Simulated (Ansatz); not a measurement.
# Nudged elastic band run: InW$_{8}$C$_{8}$

Input:

```yaml
crystal:
  lattice:
    - [5.72978, 0.0, 0.0]
    - [-2.86489, 4.962135, 0.0]
    - [0.0, 0.0, 16.214505]
  atoms:
    - { symbol: W, position: [0.0, 0.0, 0.0616732] }
    - { symbol: C, position: [0.33327333, 0.16652627, 0.14301778] }
    - { symbol: W, position: [0.00036092, -0.00036753, 0.2369699] }
    - { symbol: C, position: [0.33531079, 0.17067753, 0.31051744] }
    - { symbol: W, position: [0.0, 0.5, 0.0616732] }
    - { symbol: C, position: [0.33328355, 0.66672223, 0.14301894] }
    - { symbol: W, position: [0.00035749, 0.50075099, 0.23697527] }
    - { symbol: C, position: [0.33530678, 0.66468619, 0.31052264] }
    - { symbol: W, position: [0.5, 0.0, 0.0616732] }
    - { symbol: C, position: [0.8333487, 0.16665122, 0.142845] }
    - { symbol: W, position: [0.49924439, -0.00036219, 0.2369749] }
    - { symbol: C, position: [0.83331346, 0.16668267, 0.30569573] }
    - { symbol: W, position: [0.5, 0.5, 0.0616732] }
    - { symbol: C, position: [0.8334765, 0.66672987, 0.14301666] }
    - { symbol: W, position: [0.49997676, 0.50001721, 0.23840265] }
    - { symbol: C, position: [0.82931335, 0.66468069, 0.31051762] }
    - { symbol: In, position: [0.16658844, 0.83340118, 0.41302245] }
basis:
  ecutwfc: 420.0
kpoints:
  mp_grid: { grid: [5, 5, 1] }
hamiltonian:
  xc: pbesol
  pseudopotentials: { kind: paw, azcp: { folder: soft_1 } }
scf:
  occupations: { method: fermi_dirac, width: 0.1 }
  lower_state_search: "off"
neb:
  images: 3
  f_tol: 0.05
  initial_path: linear
  max_iterations: 57
  optimiser: fire
  spring: 10.0
  constraints: [{ sites: [0, 4, 8, 12] }]
  final_atoms:
    - { symbol: W, position: [0.0, 0.0, 0.0616732] }
    - { symbol: C, position: [0.3333487, 0.16665122, 0.142845] }
    - { symbol: W, position: [-0.00075561, -0.00036219, 0.2369749] }
    - { symbol: C, position: [0.33331346, 0.16668267, 0.30569573] }
    - { symbol: W, position: [0.0, 0.5, 0.0616732] }
    - { symbol: C, position: [0.3334765, 0.66672987, 0.14301666] }
    - { symbol: W, position: [-2.324e-05, 0.50001721, 0.23840265] }
    - { symbol: C, position: [0.32931335, 0.66468069, 0.31051762] }
    - { symbol: W, position: [0.5, 0.0, 0.0616732] }
    - { symbol: C, position: [0.83327333, 0.16652627, 0.14301778] }
    - { symbol: W, position: [0.50036092, -0.00036753, 0.2369699] }
    - { symbol: C, position: [0.83531079, 0.17067753, 0.31051744] }
    - { symbol: W, position: [0.5, 0.5, 0.0616732] }
    - { symbol: C, position: [0.83328355, 0.66672223, 0.14301894] }
    - { symbol: W, position: [0.50035749, 0.50075099, 0.23697527] }
    - { symbol: C, position: [0.83530678, 0.66468619, 0.31052264] }
    - { symbol: In, position: [0.66658844, 0.83340118, 0.41302245] }
  order_check: true
```

Run as:

```bash
$ ansatz run input.yaml --threads 4 --pin off --max-ram 10240MiB --backend cpu --events-out ev --progress --plain --runs-dir out
```

Output, in part (warnings, iteration lines):

```
NEB end point (image 0): max|allowed force component| = 2.965e-3 eV/Å (the criterion of neb.relax_end_points is 1.000e-2)
NEB end point (image 4): max|allowed force component| = 2.964e-3 eV/Å (the criterion of neb.relax_end_points is 1.000e-2)
WARN: NEB: the barrier is in doubt: a point between two images lies 0.022 eV above every image. Check it with more images (neb.images), a lower neb.f_tol or relaxed end points
NEB iter   1: max|band force component| = 5.678e0 eV/Å  barrier→ = 1.4297 eV  barrier← = 1.4297 eV  Δτ_max = 0.0915 Å  (53 SCF iters)
NEB iter   2: max|band force component| = 2.142e0 eV/Å  barrier→ = 0.7809 eV  barrier← = 0.7809 eV  Δτ_max = 0.1264 Å  (22 SCF iters)
NEB iter   3: max|band force component| = 1.962e0 eV/Å  barrier→ = 0.6673 eV  barrier← = 0.6673 eV  Δτ_max = 0.0086 Å  (22 SCF iters)
NEB iter   4: max|band force component| = 1.707e0 eV/Å  barrier→ = 0.6381 eV  barrier← = 0.6381 eV  Δτ_max = 0.0162 Å  (16 SCF iters)
NEB iter   5: max|band force component| = 1.258e0 eV/Å  barrier→ = 0.5958 eV  barrier← = 0.5958 eV  Δτ_max = 0.0217 Å  (18 SCF iters)
NEB iter   6: max|band force component| = 7.126e-1 eV/Å  barrier→ = 0.5600 eV  barrier← = 0.5600 eV  Δτ_max = 0.0242 Å  (18 SCF iters)
NEB iter   7: max|band force component| = 5.630e-1 eV/Å  barrier→ = 0.5405 eV  barrier← = 0.5405 eV  Δτ_max = 0.0229 Å  (19 SCF iters)
NEB iter   8: max|band force component| = 6.126e-1 eV/Å  barrier→ = 0.5324 eV  barrier← = 0.5324 eV  Δτ_max = 0.0187 Å  (18 SCF iters)
NEB iter   9: max|band force component| = 6.456e-1 eV/Å  barrier→ = 0.5253 eV  barrier← = 0.5253 eV  Δτ_max = 0.0180 Å  (18 SCF iters)
NEB iter  10: max|band force component| = 6.525e-1 eV/Å  barrier→ = 0.5122 eV  barrier← = 0.5122 eV  Δτ_max = 0.0238 Å  (18 SCF iters)
NEB iter  11: max|band force component| = 6.235e-1 eV/Å  barrier→ = 0.4934 eV  barrier← = 0.4934 eV  Δτ_max = 0.0302 Å  (18 SCF iters)
NEB iter  12: max|band force component| = 5.602e-1 eV/Å  barrier→ = 0.4740 eV  barrier← = 0.4740 eV  Δτ_max = 0.0367 Å  (18 SCF iters)
NEB iter  13: max|band force component| = 4.784e-1 eV/Å  barrier→ = 0.4578 eV  barrier← = 0.4578 eV  CI = image 2  Δτ_max = 0.0423 Å  (18 SCF iters)
NEB iter  14: max|band force component| = 4.433e-1 eV/Å  barrier→ = 0.4430 eV  barrier← = 0.4430 eV  CI = image 2  Δτ_max = 0.0473 Å  (19 SCF iters)
NEB iter  15: max|band force component| = 4.968e-1 eV/Å  barrier→ = 0.4267 eV  barrier← = 0.4267 eV  CI = image 2  Δτ_max = 0.0529 Å  (19 SCF iters)
NEB iter  16: max|band force component| = 5.159e-1 eV/Å  barrier→ = 0.4038 eV  barrier← = 0.4038 eV  CI = image 2  Δτ_max = 0.0607 Å  (19 SCF iters)
NEB iter  17: max|band force component| = 4.518e-1 eV/Å  barrier→ = 0.3782 eV  barrier← = 0.3782 eV  CI = image 2  Δτ_max = 0.0085 Å  (19 SCF iters)
NEB iter  18: max|band force component| = 4.219e-1 eV/Å  barrier→ = 0.3688 eV  barrier← = 0.3688 eV  CI = image 2  Δτ_max = 0.0168 Å  (16 SCF iters)
NEB iter  19: max|band force component| = 3.700e-1 eV/Å  barrier→ = 0.3591 eV  barrier← = 0.3591 eV  CI = image 2  Δτ_max = 0.0245 Å  (16 SCF iters)
NEB iter  20: max|band force component| = 3.069e-1 eV/Å  barrier→ = 0.3490 eV  barrier← = 0.3490 eV  CI = image 2  Δτ_max = 0.0308 Å  (16 SCF iters)
NEB iter  21: max|band force component| = 3.191e-1 eV/Å  barrier→ = 0.3356 eV  barrier← = 0.3356 eV  CI = image 2  Δτ_max = 0.0365 Å  (17 SCF iters)
NEB iter  22: max|band force component| = 3.393e-1 eV/Å  barrier→ = 0.3226 eV  barrier← = 0.3226 eV  CI = image 2  Δτ_max = 0.0412 Å  (17 SCF iters)
NEB iter  23: max|band force component| = 3.327e-1 eV/Å  barrier→ = 0.3103 eV  barrier← = 0.3103 eV  CI = image 2  Δτ_max = 0.0489 Å  (16 SCF iters)
NEB iter  24: max|band force component| = 2.890e-1 eV/Å  barrier→ = 0.2980 eV  barrier← = 0.2980 eV  CI = image 2  Δτ_max = 0.0558 Å  (17 SCF iters)
NEB iter  25: max|band force component| = 2.170e-1 eV/Å  barrier→ = 0.2875 eV  barrier← = 0.2875 eV  CI = image 2  Δτ_max = 0.0617 Å  (19 SCF iters)
NEB iter  26: max|band force component| = 2.113e-1 eV/Å  barrier→ = 0.2792 eV  barrier← = 0.2792 eV  CI = image 2  Δτ_max = 0.0664 Å  (19 SCF iters)
NEB iter  27: max|band force component| = 1.943e-1 eV/Å  barrier→ = 0.2724 eV  barrier← = 0.2724 eV  CI = image 2  Δτ_max = 0.0683 Å  (19 SCF iters)
NEB iter  28: max|band force component| = 2.547e-1 eV/Å  barrier→ = 0.2712 eV  barrier← = 0.2712 eV  CI = image 2  Δτ_max = 0.0028 Å  (19 SCF iters)
NEB iter  29: max|band force component| = 2.172e-1 eV/Å  barrier→ = 0.2690 eV  barrier← = 0.2690 eV  CI = image 2  Δτ_max = 0.0051 Å  (13 SCF iters)
NEB iter  30: max|band force component| = 1.568e-1 eV/Å  barrier→ = 0.2671 eV  barrier← = 0.2671 eV  CI = image 2  Δτ_max = 0.0069 Å  (16 SCF iters)
NEB iter  31: max|band force component| = 2.270e-1 eV/Å  barrier→ = 0.2662 eV  barrier← = 0.2662 eV  CI = image 2  Δτ_max = 0.0025 Å  (16 SCF iters)
NEB iter  32: max|band force component| = 1.390e-1 eV/Å  barrier→ = 0.2654 eV  barrier← = 0.2654 eV  CI = image 2  Δτ_max = 0.0040 Å  (13 SCF iters)
NEB iter  33: max|band force component| = 1.259e-1 eV/Å  barrier→ = 0.2646 eV  barrier← = 0.2646 eV  CI = image 2  Δτ_max = 0.0039 Å  (13 SCF iters)
NEB iter  34: max|band force component| = 1.271e-1 eV/Å  barrier→ = 0.2642 eV  barrier← = 0.2642 eV  CI = image 2  Δτ_max = 0.0052 Å  (13 SCF iters)
NEB iter  35: max|band force component| = 1.108e-1 eV/Å  barrier→ = 0.2634 eV  barrier← = 0.2634 eV  CI = image 2  Δτ_max = 0.0062 Å  (13 SCF iters)
NEB iter  36: max|band force component| = 6.526e-2 eV/Å  barrier→ = 0.2624 eV  barrier← = 0.2624 eV  CI = image 2  Δτ_max = 0.0066 Å  (13 SCF iters)
NEB iter  37: max|band force component| = 5.424e-2 eV/Å  barrier→ = 0.2619 eV  barrier← = 0.2619 eV  CI = image 2  Δτ_max = 0.0069 Å  (13 SCF iters)
NEB iter  38: max|band force component| = 1.053e-1 eV/Å  barrier→ = 0.2617 eV  barrier← = 0.2617 eV  CI = image 2  Δτ_max = 0.0004 Å  (13 SCF iters)
NEB iter  39: max|band force component| = 9.078e-2 eV/Å  barrier→ = 0.2617 eV  barrier← = 0.2617 eV  CI = image 2  Δτ_max = 0.0007 Å  (10 SCF iters)
NEB iter  40: max|band force component| = 6.358e-2 eV/Å  barrier→ = 0.2615 eV  barrier← = 0.2615 eV  CI = image 2  Δτ_max = 0.0009 Å  (12 SCF iters)
NEB iter  41: max|band force component| = 2.776e-2 eV/Å  barrier→ = 0.2615 eV  barrier← = 0.2615 eV  CI = image 2  CI's point: of a kind that is not told: the force calls were inconclusive, a negative curvature could not be distinguished from the path's own, the only one lies far off the path, or fixed occupations may fill a level only in part  Δτ_max = 0.0000 Å  (441 SCF iters)
```

The run converged. By the program's own check the climbing image is of a kind that is not told: the force calls were inconclusive, a negative curvature could not be distinguished from the path's own, the only one lies far off the path, or fixed occupations may fill a level only in part (lowest curvatures found: 0.80 and 0.94 eV/Å²). Limits of this set-up: coarse k mesh, thin slab, slab without dipole correction, odd electron count without spin, PAW files made for another functional.

Final band (atoms are numbered from 1 in the order of the input):

```
image  path coordinate (Å)  energy (eV)  C4–In17 (Å)  W7–In17 (Å)  C12–In17 (Å)
    0                 0.00        0.000         2.36         3.30          3.74
    1                 0.83        0.226         2.29         3.67          3.10
    2                 1.67        0.261         2.39         4.07          2.39
    3                 2.50        0.226         3.10         4.20          2.29
    4                 3.33        0.000         3.74         4.35          2.36
```

Time of the run: 56 min on 4 threads of Arm Neoverse V1 (shared host), peak memory 2.8 GiB.
